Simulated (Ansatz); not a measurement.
ReSbN:

```
Re Sb N
1.0
     3.43212    0.00000    0.00000
     0.00000    3.43212    0.00000
     0.00000    0.00000    8.59263
Re Sb N
2 2 2
Direct
  0.00000 0.50000 0.87324
  0.50000 0.00000 0.12676
  0.00000 0.50000 0.33346
  0.50000 0.00000 0.66654
  0.00000 0.00000 0.00000
  0.50000 0.50000 0.00000
```

The cell comes from a database or a generator and needn't be the stable form of this composition.

* Program: Ansatz 0.2.0
* Task: relaxation of cell and atoms
* Functional: LDA
* Potentials or basis: Ansatz PAW
* Cutoff: 420 eV (not typed: the program's choice for these potentials)
* k mesh: 8 × 8 × 3
* Occupations: fermi-dirac, width 0.05 eV
* Spin: no spin polarisation
* Hubbard terms: Re d U = 8 eV

At the start: volume 16.87 Å³/atom.

How do energy, volume and symmetry change on relaxing?

It ends after 8 steps and the volume is 15.88 Å³/atom (-5.8 %); space group P4/nmm (No. 129, to 0.05 Å).

The path:
```tsv
step	energy change (eV)	largest force (eV/Å)	volume (Å³)
1	0.0000	0.5159	101.22
2	-0.0865	0.5338	92.51
3	-0.1244	0.0179	96.02
4	-0.1266	0.0036	95.50
5	-0.1268	0.0005	95.43
6	-0.1184	0.0008	95.43
7	-0.1187	0.0007	95.31
8	-0.1185	0.0007	95.31
```

Final structure:
```xyz
6
Lattice="3.3846 0.0000 0.0000 0.0000 3.3846 0.0000 0.0000 0.0000 8.3198" Properties=species:S:1:pos:R:3 pbc="T T T"
Re    0.0000    1.6923    7.2397
Re    1.6923    0.0000    1.0801
Sb    0.0000    1.6923    2.8106
Sb    1.6923    0.0000    5.5092
N     0.0000    0.0000    0.0000
N     1.6923    1.6923    0.0000
```

Caveat: the plane-wave basis is chosen anew once the cell has moved, so the energies of steps on either side of that aren't comparable; the pressure holds a Pulay correction of +0.3 GPa for the finite cutoff; U without spin polarisation on a metal has little footing; the PAW data sets come from PBE, with cores solved anew for the run's functional, which leaves a small shift of forces and pressure.
